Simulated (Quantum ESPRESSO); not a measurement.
MnO2:

```
Mn O
1.0
     4.39600    0.00000    0.00000
     0.00000    4.39600    0.00000
     0.00000    0.00000    2.87100
Mn O
2 4
Cartesian
  0.0000 0.0000 0.0000
  2.1980 2.1980 1.4355
  1.3276 1.3276 0.0000
  0.8704 3.5256 1.4355
  3.0684 3.0684 0.0000
  3.5256 0.8704 1.4355
```

Base run:

```yaml
Program: Quantum ESPRESSO 7.5
Functional: LDA
Potentials_or_basis: GBRV 1.5 LDA
Cutoff: 612 eV
Density_cutoff: 4898 eV
k_mesh: 4 × 4 × 7
Occupations: gaussian, width 0.05 eV
Spin: collinear spin, ferromagnetic start
Starting_moments: "[3.0, 3.0, 0.0, 0.0, 0.0, 0.0] μB"
```

Its results: band gap on the k mesh none (metal or under the smearing width); pressure -11.3 GPa; net moment 5.86 μB per cell; site moments Mn +2.31; O +0.11 μB; largest force 0.511 eV/Å.

Problem. The run is repeated on the same cell with these changes: hubbard terms from none to Mn d U = 6 eV. What comes out?

Solution. Band gap on the k mesh none (metal or under the smearing width); pressure 2.4 GPa; net moment 6.02 μB per cell; site moments Mn +2.91; O -0.18 μB; largest force 0.395 eV/Å.

Caveats: only a ferromagnetic start was run, and an antiferromagnetic order may lie lower in energy; semilocal functionals often make such compounds metallic where correlation or magnetic order opens a gap, which also shifts bond lengths (some runs).
